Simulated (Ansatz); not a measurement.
Predict the output of the script below (Ansatz's Python interface).

The script, `ch3alfno_energy.py`:
```python
"""Electronic structure of the CH3AlFNO molecule."""

from pathlib import Path
import warnings

import ansatz as az
import numpy as np
import pandas as pd

warnings.simplefilter("ignore", az.DeckWarning)

geometry = (
    az.Crystal.molecule()
    .atom("N", [-1.36, -0.6452, 0.2287])
    .atom("C", [-0.3175, 0.0842, 0.167])
    .atom("O", [-0.2455, 1.3212, 0.7946])
    .atom("Al", [1.3019, -0.6052, -0.827])
    .atom("F", [2.7593, 0.3246, -0.9166])
    .atom("H", [-2.2463, -0.2384, 0.7343])
    .atom("H", [-0.963, 1.7126, 1.332])
    .atom("H", [1.1632, -2.0109, -1.5688])
)

calc = (
    geometry.calculation()
    .basis(gaussian="cc-pVDZ")
    .functional("pbe")
    .forces()
    .orbitals()
)
res = calc.run(runs_dir="runs")
data = res.report

for key in ("converged", "free_energy_ev", "reference_energy_ev", "n_frozen", "n_occupied", "n_virtual"):
    print(f"{key:22s} {data[key]}")

state = data["mean_field"]["state"]
print(f"mean field: {state['energy']['hartree']:.7f} Ha, <S^2> = {abs(state['spin_squared']):.4f}, stability: {state.get('stability', {}).get('kind')}")

symbols = [site.symbol for site in geometry.cartesian_sites]
forces = np.array(data["forces_ev_ang"])
print("largest force", round(float(np.linalg.norm(forces, axis=1).max()), 4), "eV/A, rms", round(float(np.sqrt((forces ** 2).mean())), 4))

charges = data["charge_distribution"]
table = pd.DataFrame({"atom": symbols, "mulliken": charges["mulliken_charges_e"], "lowdin": charges["lowdin_charges_e"]})
print(table.round(3).to_string())
print("dipole (e A):", np.round(charges["dipole_moment_e_ang"], 4) + 0.0)

lines = Path(data["orbitals_path"]).read_text().splitlines()
field_of = lambda key: [line.split("=")[1].strip() for line in lines if line.startswith(key)]
orbitals = [(27.211386 * float(e), s, float(n)) for e, s, n in zip(field_of("Ene="), field_of("Spin="), field_of("Occup="))]
homo = max(e for e, _, n in orbitals if n > 0.5)
lumo = min(e for e, _, n in orbitals if n < 0.5)
for e, spin, n in sorted(orbitals):
    if homo - 10 < e < lumo + 5:
        print(f"{spin:6s} {e:10.3f} eV  occupation {n:.0f}")
```

```console
$ python ch3alfno_energy.py
converged              True
free_energy_ev         -13926.329163891774
reference_energy_ev    -13926.329163891774
n_frozen               0
n_occupied             [23, 23]
n_virtual              [66, 66]
mean field: -511.7831572 Ha, <S^2> = 0.0000, stability: minimum
largest force 2.5899 eV/A, rms 0.9727
  atom  mulliken  lowdin
0    N    -0.188   0.110
1    C    -0.013  -0.358
2    O    -0.186   0.258
3   Al     0.575   0.019
4    F    -0.333   0.054
5    H     0.085   0.014
6    H     0.129  -0.043
7    H    -0.069  -0.054
dipole (e A): [-0.3989  0.1605  0.257 ]
Alpha     -15.579 eV  occupation 2
Alpha     -13.003 eV  occupation 2
Alpha     -10.947 eV  occupation 2
Alpha      -9.930 eV  occupation 2
Alpha      -9.608 eV  occupation 2
Alpha      -8.981 eV  occupation 2
Alpha      -8.939 eV  occupation 2
Alpha      -8.572 eV  occupation 2
Alpha      -7.434 eV  occupation 2
Alpha      -6.495 eV  occupation 2
Alpha      -5.948 eV  occupation 2
Alpha      -2.376 eV  occupation 0
Alpha      -0.951 eV  occupation 0
Alpha      -0.031 eV  occupation 0
Alpha       0.372 eV  occupation 0
Alpha       0.822 eV  occupation 0
Alpha       1.470 eV  occupation 0
```

The settings weren't tested for convergence. The geometry is a force-field or estimated start, not a minimum of this method, and the basis set is short of its limit. The Löwdin charges here are taken after orthogonalising the functions within each atom; they differ from plain Löwdin charges, and their signs can be unphysical. Alpha marks a spatial orbital of a restricted run, filled by both spins. Levels such as HOMO and LUMO are orbital energies: with these approximate functionals they aren't the ionisation energy and electron affinity, and their gap isn't the fundamental gap. Run time: 1.8 s on 1 thread of Intel(R) Xeon(R) 6975P-C (Granite Rapids), on a shared host, peak memory 0.24 GiB.

(Lines on the test bed's own set-up are left out of the output.)
